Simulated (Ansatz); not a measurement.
# GaLi: the cost of one run

The runs use Ansatz 0.2.0, Gaussian basis; aug-cc-pVDZ, all electrons in the functionals, frozen cores in the correlation of double hybrids and RPA.

To be run: wB97M-V, B2PLYP, RPA-PBE, at 2.274 Å; 2.567 Å; 2.809 Å; 3.022 Å; 3.427 Å; 3.837 Å; 4.491 Å; 5.075 Å; 6.133 Å; 7.617 Å; 9.781 Å (not every functional at every point).

30 further runs of the same task are left out: 12 for a known fault of the program, 14 that didn't finish, 4 set aside as unsound or not needed.

## (1) What is computed

The geometry derives from a PBE0/def2-TZVPD stationary point (not a proven minimum). One bond is set to the value named and the two fragments are kept rigid. No spin-orbit coupling is included. The filled d shell of Ga may be among the frozen orbitals whatever the setting's name suggests; the logs give the count.

2 atoms, charge -1, spin multiplicity 2.

Atoms are counted from 1 here; the program's logs count them from 0.

No contacts short enough for the rule that draws bonds.

No dispersion term is added; wB97M-V holds VV10 nonlocal correlation.

The geometry shown and the zero of energy belong to the point 2.809 Å. The yardstick, FCI, and other wave-function levels (R restricted, U unrestricted, valence and pair active spaces) come from earlier runs.

## (2) wB97M-V, 2.567 Å

Contents of in.yaml:

```yaml
crystal:
  periodic: [false, false, false]
  atoms:
    - {symbol: Ga, position_ang: [0.000000, 0.000000, 0.000000]}
    - {symbol: Li, position_ang: [0.000000, 0.000000, 2.567000]}
basis:
  gaussian: {orbitals: aug-cc-pVDZ}
total_charge: -1
magnetization: {spin_polarized: true, initial_magnetization: 1}
hamiltonian: {xc: {name: wB97M-V}}
output: {forces: true, orbitals: {seedname: orbitals}}
```

On the command line:

```bash
$ ansatz run in.yaml --threads 1 --pin off --events-out ev --progress --plain --max-ram 2393MiB
```

**Question.** How long does this run take on 1 thread of Arm Neoverse V2, shared host, and how much memory does it need?

About 83 s, with a peak of 0.28 GiB.
